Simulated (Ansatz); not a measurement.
**C2H4Ge (SMILES [CH]1=[CH][GeH2]1): one structure at several levels**

One table from this session's results is given with a row withheld; the runs are named, their logs left out.

Program: Ansatz 0.2.0, Gaussian basis. Level of theory: single points in def2-TZVPP. These are calculated values, not measurements.

Correlated methods freeze the cores. Filled d shells of the heavier atoms are correlated. B3LYP uses VWN-RPA correlation.

## The starting structure

SMILES `[CH]1=[CH][GeH2]1`, 7 atoms, charge 0, spin multiplicity 1.

Atoms are counted from 1 here; the program's logs count them from 0.

Bond lengths: C1–C2 1.617 Å, C1–Ge3 1.936 Å, C1–H4 1.107 Å, C2–Ge3 2.105 Å, C2–H5 0.752 Å, Ge3–H6 1.474 Å, Ge3–H7 1.324 Å. Angles: C2–C1–Ge3 72.0°, C2–C1–H4 114.7°, Ge3–C1–H4 170.1°, C1–C2–Ge3 61.0°, C1–C2–H5 153.7°, Ge3–C2–H5 145.0°, C1–Ge3–C2 46.9°, C1–Ge3–H6 116.2°, C1–Ge3–H7 117.7°, C2–Ge3–H6 120.5°, C2–Ge3–H7 111.3°, H6–Ge3–H7 121.9°.

Coordinates:

```mol
C2H4Ge
  3D, bonds by distance, orders not assigned

  7  7  0  0  0  0  0  0  0  0999 V2000
   -0.8965   -0.6011    0.0166 C   0  0
    0.0915    0.0200   -1.1023 C   0  0
    0.5109    0.3627    0.9319 Ge  0  0
   -1.6679   -1.2904   -0.3785 H   0  0
    0.2923    0.1829   -1.8082 H   0  0
    0.1214    1.6320    1.5730 H   0  0
    1.5708   -0.3246    1.3275 H   0  0
  1  2  8  0
  1  3  8  0
  1  4  8  0
  2  3  8  0
  2  5  8  0
  3  6  8  0
  3  7  8  0
M  END
```

The first run:

run/in.yaml

```yaml
crystal:
  periodic: [false, false, false]
  atoms:
    - {symbol: C, position_ang: [-0.896500, -0.601100, 0.016600]}
    - {symbol: C, position_ang: [0.091500, 0.020000, -1.102300]}
    - {symbol: Ge, position_ang: [0.510900, 0.362700, 0.931900]}
    - {symbol: H, position_ang: [-1.667900, -1.290400, -0.378500]}
    - {symbol: H, position_ang: [0.292300, 0.182900, -1.808200]}
    - {symbol: H, position_ang: [0.121400, 1.632000, 1.573000]}
    - {symbol: H, position_ang: [1.570800, -0.324600, 1.327500]}
basis:
  gaussian: {orbitals: def2-TZVPP}
correlation: {method: ccsd_t}
output: {forces: true}
```

The command line of these runs was not kept.

Steps of the session up to this table: CCSD(T)/def2-TZVPP; PBE0-D4/def2-TZVPP; wB97M-V/def2-TZVPP; r2SCAN-D4/def2-TZVPP; PBE-D4/def2-TZVPP; B3LYP-D4/def2-TZVPP; r2SCAN0-D4/def2-TZVPP.

One of the session's tables, all rows but one given; the rest of the session is left out.

| method | RMS force component (eV/Å) | angle to CCSD(T) forces (°) | dipole (D) |
| --- | --- | --- | --- |
| CCSD(T) | 12.026 | reference | 0.84 |
| PBE0-D4 | 12.251 | 1.3 | 0.90 |
| wB97M-V | 12.182 | 1.4 | 1.02 |
| r2SCAN-D4 | 12.127 | 1.0 | 0.79 |
| PBE-D4 | ? | ? | ? |
| B3LYP-D4 | 12.032 | 1.0 | 0.93 |
| r2SCAN0-D4 | 12.267 | 1.6 | 0.91 |

Estimate the missing values for PBE-D4.

**Answer.** RMS force component (eV/Å): 12.065; angle to CCSD(T) forces (°): 0.9; dipole (D): 0.76. In the column «RMS force component (eV/Å)» it lies between B3LYP-D4 (12.032) and r2SCAN-D4 (12.127).
